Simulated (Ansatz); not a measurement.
# ZnH₂O + H₂O: a complex and its separated parts

The complex below is one end of an elementary step. How strongly is it bound against its free parts?

Computed with Ansatz 0.2.0, Gaussian basis. Level: PBE0-D4/def2-TZVP structures, single points in def2-TZVPP, no counterpoise correction.

Levels: SPW92, PBE-D4, BLYP-D4, r2SCAN-D4, B97M-V, PBE0-D4, B3LYP-D4, r2SCAN0-D4, BHLYP-D4, CAM-B3LYP-D4, wB97X-V, wB97M-V, B2PLYP, PBE-QIDH, RPA on PBE, Hartree-Fock, MP2, CCSD, CCSD(T).

Cores are frozen in the correlated methods. The 3s and 3p shells of Cu and Zn are frozen; filled d shells are correlated. B3LYP uses VWN-RPA correlation. B2PLYP carries no dispersion term here.

94 further runs of the same task are left out: 94 set aside as unsound or not needed.

### 1 Where the work starts

The complex: 7 atoms, charge 0, spin multiplicity 1.

Atoms are counted from 1 here; the program's logs count them from 0.

Bond lengths: Zn1–O2 2.252 Å, Zn1–O3 1.825 Å, Zn1–H5 1.527 Å, O2–H4 0.960 Å, O2–H6 0.977 Å, O3–H7 0.955 Å. Angles: O2–Zn1–O3 76.0°, O2–Zn1–H5 117.5°, O3–Zn1–H5 166.4°, Zn1–O2–H4 123.0°, Zn1–O2–H6 83.6°, H4–O2–H6 107.8°, Zn1–O3–H7 121.1°.

Coordinates:

```csv
atom,x (Å),y (Å),z (Å)
Zn1,-0.5067,0.8562,-0.4399
O2,-0.1557,-0.5745,1.2640
O3,0.5245,-0.4602,-1.1721
H4,0.4138,-0.3705,2.0095
H5,-1.3260,2.1115,-0.1505
H6,0.3787,-1.0572,0.6042
H7,0.6716,-0.5054,-2.1151
```

Its parts: ZnH₂O holds atoms 1, 3, 5, 7; H₂O holds atoms 2, 4, 6. Each part counts its atoms afresh in its own runs.

### 2 Relaxing ZnH₂O alone

relax-a/in.yaml reads:

```yaml
crystal:
  periodic: [false, false, false]
  atoms:
    - {symbol: Zn, position_ang: [-0.506699, 0.856236, -0.439916]}
    - {symbol: O, position_ang: [0.524457, -0.460192, -1.172066]}
    - {symbol: H, position_ang: [-1.325995, 2.111550, -0.150514]}
    - {symbol: H, position_ang: [0.671555, -0.505418, -2.115061]}
basis:
  gaussian: {orbitals: def2-TZVP}
hamiltonian: {xc: pbe0, dispersion: d4}
relax: {f_tol: 0.005, max_steps: 200}
```

On the command line:

```sh
$ ansatz run in.yaml --threads 4 --pin off --events-out ev --progress --plain --max-ram 9574MiB
```

Further steps of the session: Relaxing H₂O alone; SPW92/def2-TZVPP; PBE-D4/def2-TZVPP; BLYP-D4/def2-TZVPP; r2SCAN-D4/def2-TZVPP; B97M-V/def2-TZVPP; PBE0-D4/def2-TZVPP; B3LYP-D4/def2-TZVPP; r2SCAN0-D4/def2-TZVPP; BHLYP-D4/def2-TZVPP; CAM-B3LYP-D4/def2-TZVPP; wB97X-V/def2-TZVPP; wB97M-V/def2-TZVPP; B2PLYP/def2-TZVPP; PBE-QIDH/def2-TZVPP; RPA on PBE/def2-TZVPP; CCSD(T)/def2-TZVPP; Vibrations of ZnH₂O; Vibrations of H₂O.

Before running it: what results should come out? Wanted: complex less parts, CCSD(T)/def2-TZVPP; with zero-point energy; largest T1 diagnostic.

The runs gave:

```
                              quantity           value
complex less parts, CCSD(T)/def2-TZVPP  -12.8 kcal/mol
                with zero-point energy  -10.3 kcal/mol
                 largest T1 diagnostic           0.018
```

What this shows: At CCSD(T) the complex lies 12.8 kcal/mol below its parts. The functionals run from PBE-D4, off by +0.3 kcal/mol, to SPW92, off by -6.2 kcal/mol, against CCSD(T). Mean unsigned error by rung: LDA 6.2, GGA 1.0, meta-GGA 1.1, hybrid 1.0, range-separated hybrid 0.9, double hybrid 0.8 kcal/mol. PBE-D4 gives a relative energy 0.3 kcal/mol too high, inside chemical accuracy (1 kcal/mol). No counterpoise was applied, and triple zeta lacks some correlation, so the CCSD(T) reference has a basis error of its own, and close matches with it are partly luck.
